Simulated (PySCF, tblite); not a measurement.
# C7H4ClFO+ (doublet): geometry, infrared bands and EPR parameters

Aim: predict the infrared bands and EPR parameters of C7H4ClFO+ (doublet) (`O=C1[CH+][CH]C=CC(F)=C1Cl`).

Programs: tblite 0.8.0 and PySCF 2.14.0, with density-fitted response routines of our own. Each step states its level of theory. These are calculated values for one molecule in the gas phase, unless marked as measured. Atoms count from 0, in the outputs and in this text.

**1. Starting geometry**

14 atoms, charge 1, multiplicity 2; geometry from: force field or distance geometry start.

Bonds of the start (Å): O0–C1 1.25, C1–C2 1.46, C2–C3 1.45, C3–C4 1.43, C4–C5 1.33, C5–C6 1.45, C6–F7 1.36, C6–C8 1.35, C8–Cl9 1.74, C8–C1 1.49, C2–H10 1.09, C3–H11 1.09, C4–H12 1.09, C5–H13 1.09.

**2. Geometry optimisation with GFN2-xTB**

Job settings and geometry (Å):

```
{"job": {"kind": "relax", "xc": "GFN2-xTB", "basis": "xTB"}, "charge": 1, "multiplicity": 2}
O      1.605000    -2.298500     0.625300
C      0.951000    -1.327000     0.196600
C     -0.408400    -1.589700    -0.265000
C     -1.412400    -0.594300    -0.586400
C     -1.518000     0.717100    -0.018000
C     -0.482200     1.498800     0.282900
C      0.928700     1.217400     0.124400
F      1.693100     2.343200     0.075900
C      1.565000     0.026600     0.114600
Cl     3.301200     0.024700     0.008300
H     -0.705800    -2.634200    -0.311600
H     -2.308700    -0.980400    -1.073600
H     -2.531700     1.100700     0.131000
H     -0.677500     2.495000     0.673400
```

Launch:

```console
$ OMP_NUM_THREADS=1 python probes_run.py task.json out
```

The driver reads the jobs from task.json and runs them one after another.

The program printed:

```text
step      E/eV     max force
  0    -810.40782    3.739
  1    -810.72013    1.951
  2    -810.79721    0.764
  3    -810.82895    0.550
  4    -810.85568    0.408
  5    -810.87233    0.341
  6    -810.87999    0.299
  7    -810.89259    0.335
  8    -810.90850    0.469
  9    -810.92726    0.453
 10    -810.94280    0.347
 11    -810.95445    0.265
 12    -810.96288    0.236
 13    -810.96973    0.209
 14    -810.97401    0.133
 15    -810.97655    0.146
 16    -810.97866    0.115
 17    -810.98079    0.131
 18    -810.98237    0.097
 19    -810.98336    0.072
 20    -810.98417    0.074
 21    -810.98506    0.101
 22    -810.98591    0.107
 23    -810.98658    0.073
 24    -810.98713    0.062
 25    -810.98767    0.069
 26    -810.98825    0.079
 27    -810.98887    0.081
 28    -810.98959    0.074
 29    -810.99047    0.084
 30    -810.99140    0.084
 31    -810.99214    0.068
 32    -810.99268    0.062
 33    -810.99322    0.062
 34    -810.99396    0.070
 35    -810.99488    0.082
 36    -810.99588    0.090
 37    -810.99691    0.096
 38    -810.99805    0.088
 39    -810.99927    0.096
 40    -811.00030    0.074
 41    -811.00099    0.061
 42    -811.00154    0.062
 43    -811.00210    0.065
 44    -811.00261    0.055
 45    -811.00297    0.059
 46    -811.00313    0.078
 47    -811.00330    0.042
 48    -811.00340    0.026
 49    -811.00347    0.015
 50    -811.00349    0.016
 51    -811.00355    0.018
 52    -811.00360    0.019
 53    -811.00366    0.016
 54    -811.00372    0.021
 55    -811.00376    0.024
 56    -811.00382    0.023
 57    -811.00390    0.026
 58    -811.00400    0.027
 59    -811.00411    0.028
 60    -811.00422    0.029
 61    -811.00433    0.024
 62    -811.00444    0.027
 63    -811.00455    0.028
 64    -811.00467    0.030
 65    -811.00478    0.028
 66    -811.00490    0.026
 67    -811.00499    0.024
 68    -811.00506    0.021
 69    -811.00511    0.023
 70    -811.00516    0.019
 71    -811.00521    0.017
 72    -811.00523    0.014
 73    -811.00525    0.013
 74    -811.00527    0.009
```

Run time: 0.63 s. Hardware: 1 thread of Arm Neoverse V1, shared host.

Along the way: (not every step is listed)

```
step  energy from step 0 (eV)  largest force (eV/Å)
   0                   0.0000                3.7391
   1                  -0.3123                1.9514
   2                  -0.3894                0.7635
   3                  -0.4211                0.5499
   4                  -0.4479                0.4084
   5                  -0.4645                0.3412
   6                  -0.4722                0.2995
   7                  -0.4848                0.3349
   8                  -0.5007                0.4686
  14                  -0.5662                0.1329
  20                  -0.5763                0.0740
  26                  -0.5804                0.0790
  32                  -0.5849                0.0616
  38                  -0.5902                0.0875
  44                  -0.5948                0.0553
  50                  -0.5957                0.0155
  56                  -0.5960                0.0227
  62                  -0.5966                0.0273
  68                  -0.5972                0.0208
  69                  -0.5973                0.0233
  70                  -0.5973                0.0194
  71                  -0.5974                0.0175
  72                  -0.5974                0.0139
  73                  -0.5974                0.0126
  74                  -0.5974                0.0089
```

Distances of close pairs at the start and the end, largest changes first:

```
  bond  before (Å)  after (Å)  change (Å)
 C2–C3       1.450      1.361      -0.089
C8–Cl9       1.739      1.680      -0.059
 C6–C8       1.350      1.401      +0.051
 C5–C6       1.447      1.399      -0.048
 C4–C5       1.332      1.379      +0.047
 C6–F7       1.362      1.323      -0.039
 O0–C1       1.247      1.211      -0.036
 C3–C4       1.433      1.411      -0.023
```

The next job starts from the end point, and lists it.

**3. Harmonic vibrations with GFN2-xTB**

Job settings and geometry (Å):

```
{"job": {"kind": "ir", "xc": "GFN2-xTB", "basis": "xTB"}, "charge": 1, "multiplicity": 2}
O      1.695760    -2.311398     0.202749
C      0.977079    -1.349930     0.041898
C     -0.439009    -1.548764    -0.272585
C     -1.489639    -0.684093    -0.315122
C     -1.507942     0.706925    -0.081584
C     -0.446417     1.552646     0.162491
C      0.917278     1.247556     0.229150
F      1.702902     2.296644     0.407387
C      1.581499     0.015835     0.164372
Cl     3.258832     0.014898     0.259498
H     -0.646441    -2.600644    -0.447076
H     -2.454083    -1.121264    -0.549679
H     -2.485801     1.173281    -0.118478
H     -0.664696     2.607835     0.294813
```

The program printed:

```text
mode    cm-1     km/mol
  1      27.8      6.00
  2      66.1      1.25
  3     202.0      2.93
  4     221.9      2.06
  5     266.5      5.35
  6     282.6      3.17
  7     352.8      0.52
  8     380.1      0.71
  9     398.3      6.22
 10     506.8      1.14
 11     561.1      1.87
 12     572.8      2.22
 13     598.8      4.59
 14     615.9     10.84
 15     759.9     78.00
 16     801.3     10.84
 17     855.2      2.91
 18     921.0     12.71
 19     923.6      8.83
 20     936.6      0.56
 21    1000.5     11.52
 22    1032.3      6.64
 23    1142.5     26.82
 24    1216.6     64.01
 25    1230.4     27.81
 26    1266.2      0.71
 27    1332.3     78.68
 28    1380.6     90.64
 29    1431.5     30.99
 30    1487.8     97.76
 31    1560.5      1.12
 32    1624.1    132.62
 33    3036.7     14.51
 34    3045.9     14.89
 35    3050.2     42.51
 36    3062.5     50.72
```

Wall time 0.58 s (1 thread of Arm Neoverse V1, shared host).

The strongest bands and the atoms that carry them (share of the mass-weighted mode):

```
cm⁻¹  km/mol                                  atoms
 760    78.0  H12 25 %, H11 23 %, H13 12 %, C1 11 %
1217    64.0            H13 50 %, H10 15 %, C6 14 %
1332    78.7            H11 43 %, C2 14 %, H10 12 %
1381    90.6             C6 36 %, C8 22 %, H13 14 %
1488    97.8              C4 41 %, C3 20 %, C5 17 %
1624   132.6                       C1 52 %, O0 41 %
3050    42.5                     H11 64 %, H10 14 %
3062    50.7                     H12 72 %, H11 11 %
```

**4. g tensor and hyperfine couplings: B3LYP/pcH-1**

Settings changed since step 3:

```diff
@@ -1,2 +1,2 @@
-{"job": {"kind": "ir", "xc": "GFN2-xTB", "basis": "xTB"}, "charge": 1, "multiplicity": 2}
+{"job": {"kind": "epr", "basis": "pcH-1"}, "charge": 1, "multiplicity": 2}
 O      1.695760    -2.311398     0.202749
```

With the program's defaults for keys left out, this is: UKS B3LYP, pcH-1 on C Cl F H O, non-relativistic, mean-field spin-orbit, GIAO.

The program printed:

```text
UKS, coarse grid
  cycle   1  E = -903.81004543  |g| = 7.81e-01
  cycle   2  E = -900.62173716  |g| = 2.35e+00
  cycle   3  E = -903.92846753  |g| = 4.99e-01
  cycle   4  E = -904.04952374  |g| = 1.87e-01
  cycle   5  E = -904.06254311  |g| = 1.05e-01
  cycle   6  E = -904.06798052  |g| = 3.25e-02
  cycle   7  E = -904.06859253  |g| = 1.66e-02
  cycle   8  E = -904.06880634  |g| = 7.88e-03
  cycle   9  E = -904.06896905  |g| = 4.26e-03
  cycle  10  E = -904.06899680  |g| = 2.32e-03
  cycle  11  E = -904.06900322  |g| = 9.62e-04
UKS, final grid
  cycle   1  E = -904.06900955  |g| = 1.65e-03
  cycle   2  E = -904.06900582  |g| = 3.49e-03
  cycle   3  E = -904.06901123  |g| = 3.12e-04
  cycle   4  E = -904.06901135  |g| = 2.28e-04
  cycle   5  E = -904.06901155  |g| = 1.34e-04
  cycle   6  E = -904.06901166  |g| = 8.66e-05
  cycle   7  E = -904.06901168  |g| = 4.45e-05
  cycle   8  E = -904.06901170  |g| = 3.82e-05
  cycle   9  E = -904.06901171  |g| = 1.49e-05
E = -904.06901171 Eh   <S^2> = 0.7809 (exact 0.7500)
g shifts (ppm)      1          2          3
  rmc          -225       -225       -225
  gc            -11         43         47
  oz_so         364       8522      20323
  total         129       8340      20146
hyperfine (MHz)  atom isotope    a_iso     a_fc   dipolar eigenvalues
    0   17O     -20.20     -18.72    -99.94     49.79     50.15
    1   13C     -35.14     -35.19    -18.94      6.54     12.40
    2   13C      21.02      21.08    -19.70    -18.70     38.41
    3   13C     -18.67     -18.69    -15.28      6.71      8.57
    4   13C      16.50      16.52    -16.36    -15.36     31.72
    5   13C      -3.71      -3.65     -3.84     -3.22      7.06
    6   13C      -9.34      -9.26     -3.16     -1.40      4.57
    7   19F       2.41       1.75    -17.52    -15.09     32.61
    8   13C      26.17      26.02    -25.94    -25.63     51.58
    9  35Cl       6.80       5.63    -30.97    -27.70     58.67
   10    1H     -17.15     -17.15     -7.09     -2.24      9.33
   11    1H       6.32       6.32     -2.17     -1.46      3.63
   12    1H     -13.67     -13.67     -8.14     -1.30      9.44
   13    1H      -3.00      -3.00     -2.63     -1.85      4.48
```

Wall time 2.5 min (1 thread of Arm Neoverse V1, shared host); peak memory 0.99 GiB.

Principal g values 2.00245, 2.01066, 2.02246; g(iso) = 2.01186, against 2.00232 for a free electron.

Hyperfine couplings, nucleus by nucleus at this fixed geometry (no averaging over rotations):

```
nuclei  isotope  a(iso) (MHz)  a(iso) (G, at g = 2.0023)  largest dipolar term (MHz)
    C1      13C         -35.1                      -12.5                       -18.9
    C8      13C          26.2                        9.3                        51.6
    C2      13C          21.0                        7.5                        38.4
    O0      17O         -20.2                       -7.2                       -99.9
    C3      13C         -18.7                       -6.7                       -15.3
   H10       1H         -17.2                       -6.1                         9.3
    C4      13C          16.5                        5.9                        31.7
   H12       1H         -13.7                       -4.9                         9.4
    C6      13C          -9.3                       -3.3                         4.6
   Cl9     35Cl           6.8                        2.4                        58.7
   H11       1H           6.3                        2.3                         3.6
    C5      13C          -3.7                       -1.3                         7.1
   H13       1H          -3.0                       -1.1                         4.5
    F7      19F           2.4                        0.9                        32.6
```

Mulliken spin populations:

O0 0.33; C1 -0.13; C2 0.26; C3 -0.12; C4 0.20; C5 0.03; C6 0.01; F7 0.01; C8 0.28; Cl9 0.15; H10 -0.01; H11 0.00; H12 -0.01; H13 0.00

In first order the couplings over 0.8 MHz of 1H, 35Cl, 19F give 126 distinct lines over 22.5 G.

The fields below are evaluated on a grid from the run's orbitals.

ELF in a plane through or near 14 of the atoms.

Ten even steps from ' ' (0.00) to '@' (1.00):
```
                                                        
                                                        
                              ..                        
                  ....    ::%%@@##..                    
              ..==**##==  ==@@@@@@==                    
              ==%%##%%**  ++@@@@@@..  ..--..            
              ==%%####++==**::==++..**@@@@@@::          
      ..==**::    ::======@@..==%%++@@@@@@@@++          
      --##@@%%++..::##==--##==%%==##**@@@@%%..          
      ==%%##::++##====##==    --####**::                
      ==##--++--%%--::##==    --++::++**++--            
      --##@@%%##----%%##++**++####--##@@@@@@**          
      ::**%%##--  ..==**..@@==--%%**%%@@@@@@##          
        ....  ..##%%####==**====##::  ++@@%%..          
              ++%%**--%%::  %%@@@@##                    
              ::**%%%%%%==  ##@@@@@@::                  
                ..--++++..  ..%%%%==                    
                    ....                                
                                                        
                                                        
```
The map spans 11.7 Å across and 10.5 Å up, centred on the molecule. Atoms in the plane (x, y in Å): O0 (-1.6, -2.4), C1 (-0.9, -1.4), C2 (0.5, -1.5), C3 (1.5, -0.6), C4 (1.5, 0.8), C5 (0.4, 1.6), C6 (-1.0, 1.2), F7 (-1.8, 2.2), C8 (-1.6, 0.0), Cl9 (-3.3, -0.1), H10 (0.8, -2.6), H11 (2.5, -1.0), H12 (2.4, 1.3), H13 (0.5, 2.7).

On the surface of density 0.002 e/bohr³ the electrostatic potential runs, from the 1st to the 99th percentile, from 2.21 V near O0 to 5.78 V near C1.

The spin density lies nearest to O0 23 %; C8 18 %; C2, C4 about 12 % each; Cl9 11 %.

**5. Outcome**

| quantity | value |
| --- | --- |
| strongest single infrared mode (GFN2-xTB) | 1624 cm⁻¹, 133 km/mol |
| zero-point energy (GFN2-xTB) | 54.5 kcal/mol |
| g(iso) (B3LYP) | 2.01186 |
| ⟨S²⟩ | 0.781 (exact 0.75) |
| largest a(iso) | 13C on C1, -35.1 MHz |

What this shows: Over 74 steps the energy fell by 0.597 eV; of the close pairs, C2–C3 changed most, 1.450 to 1.361 Å. All 36 modes are real, so the xTB geometry is a minimum. The strongest single mode, at 1624 cm⁻¹, moves mainly C1 and O0. GFN2-xTB is a fitted tight-binding method: band positions and strengths are rough. Its intensities can rank the bands wrongly. The largest spin populations lie on O0 (0.33 e), C8 (0.28 e), C2 (0.26 e). The isotropic g lies 9.5 ppt above the free-electron value.
